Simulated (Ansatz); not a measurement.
Crystal: NaLaMnMoO6.

```
CELL_PARAMETERS angstrom
5.10934 -0.00669 0.01056
-0.23945 5.68925 0.00703
-0.92899 -2.82542 5.11884
ATOMIC_POSITIONS crystal
Na 0.40776 0.38086 0.07519
La 0.03690 0.66325 0.68598
Mn 0.44271 0.04268 0.40638
Mo 0.90251 0.96387 0.30442
O 0.73627 0.69569 0.99417
O 0.72288 0.91846 0.55299
O 0.70112 0.27368 0.37292
O 0.19224 0.75325 0.36660
O 0.17926 0.03365 0.11672
O 0.20034 0.27462 0.63197
```

The cell was built by a generator and needn't be a form met in nature.

- Program: Ansatz 0.2.0
- Task: relaxation of cell and atoms
- Functional: PBE
- Dispersion: D4
- Potentials or basis: Ansatz PAW
- Cutoff: 420 eV (not typed: the program's choice for these potentials)
- k mesh: 4 × 4 × 4
- Occupations: fermi-dirac, width 0.05 eV
- Spin: collinear spin, ferromagnetic start
- Starting moments: [0.0, 0.0, 4.0, 1.0, 0.0, 0.0, 0.0, 0.0, 0.0, 0.0] μB

At the start: volume 14.90 Å³/atom.

Task: Where does the relaxation end?

Result: It ends after 15 steps and the volume is 14.31 Å³/atom (-3.9 %); space group P1 (No. 1, to 0.05 Å); moment 3.00 μB per cell.

The path:
```
step  energy change (eV)  largest force (eV/Å)  volume (Å³)
   1              0.0000                0.0246       148.95
   2             -0.0260                0.2926       144.62
   3             -0.0353                0.0996       145.33
   4             -0.0402                0.0620       144.92
   5             -0.0456                0.0906       143.90
   6             -0.0473                0.0410       143.60
   7             -0.0476                0.0345       143.56
   8             -0.0478                0.0132       143.58
   9             -0.0477                0.0167       143.63
  10             -0.0478                0.0052       143.62
  11             -0.0346                0.0052       143.62
  12             -0.0363                0.0144       143.14
  13             -0.0365                0.0131       143.09
  14             -0.0365                0.0026       143.09
  15             -0.0348                0.0026       143.09
```

Final structure:
```
CELL_PARAMETERS angstrom
5.04421 -0.01145 -0.00474
-0.24185 5.60153 0.01736
-0.92965 -2.77212 5.05707
ATOMIC_POSITIONS crystal
Na 0.41847 0.38376 0.07745
La 0.05243 0.66538 0.68954
Mn 0.44134 0.04488 0.40999
Mo 0.89583 0.96072 0.29951
O 0.72478 0.69568 0.98332
O 0.72101 0.91239 0.55350
O 0.70251 0.28015 0.37770
O 0.18806 0.74252 0.35236
O 0.17561 0.04622 0.12205
O 0.20195 0.26831 0.64193
```

Caveat: the plane-wave basis is chosen anew once the cell has moved, so the energies of steps on either side of that aren't comparable; the pressure holds a Pulay correction of +0.5 GPa for the finite cutoff; a cell with one magnetic atom can't hold antiferromagnetic order, which such compounds often take; the starting moments weren't kept.
